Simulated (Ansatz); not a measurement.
# InSb3: the cost of one run

Program: Ansatz 0.2.0. Level of theory: DFT PBE, scalar-relativistic, plane waves, PAW. These are calculated values, not measurements.

## (1) Starting point

Symmetry: Pm-3m, No. 221, cubic system. Conventional cell: a = 4.814 Å, b = 4.814 Å, c = 4.814 Å, α = 90.00°, β = 90.00°, γ = 90.00°. In (site symmetry m-3m) is surrounded by 12 Sb at 3.40 Å. Around Sb (site symmetry 4/mmm) lie 4 In at 3.40 Å and 8 Sb at 3.40 Å.

As a file:

```xyz
4
Lattice="4.8138 0.0000 0.0000 0.0000 4.8138 0.0000 0.0000 0.0000 4.8138" Properties=species:S:1:pos:R:3 pbc="T T T"
In    0.0000    0.0000    0.0000
Sb    2.4069    0.0000    2.4069
Sb    0.0000    2.4069    2.4069
Sb    2.4069    2.4069    0.0000
```

It goes back to an entry of the Materials Project, which need not be the stable form.

It is the result of an earlier relaxation at this level (volume 27.89 Å³/atom; gap on the mesh: none (metal)).

## (2) The undisturbed cell

input.yaml

```yaml
crystal:
  lattice:
    - [4.8138367932, 0.0, 0.0]
    - [0.0, 4.8138367932, 0.0]
    - [0.0, 0.0, 4.8138367932]
  atoms:
    - { symbol: In, position: [0.0, 0.0, 0.0] }
    - { symbol: Sb, position: [0.5, 0.0, 0.5] }
    - { symbol: Sb, position: [0.0, 0.5, 0.5] }
    - { symbol: Sb, position: [0.5, 0.5, 0.0] }
basis:
  ecutwfc: 420
kpoints:
  mp_grid: { grid: [10, 10, 10] }
hamiltonian:
  xc: pbe
scf:
  occupations: { method: gaussian, width: 0.15 }
output:
  forces: true
  stress: true
  eigenvalues: true
  write_density: true
  write_potential: true
  elf: true
  volumetric_format: npy
```

Launch:

```bash
$ ansatz run input.yaml --threads 1 --pin off --max-ram 2560MiB --backend cpu --events-out ev --progress --plain --runs-dir out
```

What time and memory should one allow on 1 thread of Intel Xeon at 2.50GHz (Skylake/Cascade Lake), shared host?

About 25 s, with a peak of 0.48 GiB.
